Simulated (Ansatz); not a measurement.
# RuCl2: the cost of one run

Computed with Ansatz 0.2.0 (DFT LDA+U (U_eff = 4 eV on Ru d), plane waves, PAW, unless a step's input says otherwise).

1 further run of the same task is left out (it didn't finish). Runs told in other sessions of the task aren't counted.

## Step 1: The structure to begin with

It takes space group R-3m (No. 166, trigonal). Conventional cell: a = 3.658 Å, b = 3.658 Å, c = 16.591 Å, α = 90.00°, β = 90.00°, γ = 120.00°. Around Ru (site symmetry -3m) lie 6 Cl at 2.51 Å. Cl (site symmetry 3m) has 3 Ru at 2.51 Å in its first shell of neighbours.

Coordinates:

```
CELL_PARAMETERS angstrom
1.82924 1.05611 5.53049
-1.82924 1.05611 5.53049
0.00000 -2.11223 5.53049
ATOMIC_POSITIONS crystal
Ru 0.00000 0.00000 0.00000
Cl 0.25200 0.25200 0.25200
Cl 0.74800 0.74800 0.74800
```

## Step 2: Ferromagnetic start, free, symmetry kept, no search

Input file input.yaml:

```yaml
crystal:
  lattice:
    - [1.82924311, 1.056114, 5.53049087]
    - [-1.82924311, 1.056114, 5.53049087]
    - [0.0, -2.11222801, 5.53049087]
  atoms:
    - { symbol: Ru, position: [0.0, 0.0, 0.0], spin: 4.0 }
    - { symbol: Cl, position: [0.252, 0.252, 0.252] }
    - { symbol: Cl, position: [0.748, 0.748, 0.748] }
basis:
  ecutwfc: 420
  ecutrho_ratio: 4
kpoints:
  mp_grid: { grid: [6, 6, 6] }
hamiltonian:
  xc: lda
  hubbard: { sites: [{ site: 0, l: d, u_eff: 4.0 }] }
scf:
  occupations: { method: gaussian, width: 0.05 }
  lower_state_search: "off"
  max_iter: 150
output:
  forces: true
  stress: true
  eigenvalues: true
  populations: true
  hubbard: { sites: [{ site: 0, l: d }] }
magnetization:
  spin_polarized: true
```

Started as:

```sh
ansatz run input.yaml --threads 2 --pin off --max-ram 3072MiB --backend cpu --events-out ev --progress --plain --runs-dir out
```

Q: Estimate wall time and peak memory on 2 threads of Intel Xeon 6975P-C (Granite Rapids), shared host.

About 9.8 s, with a peak of 0.53 GiB.
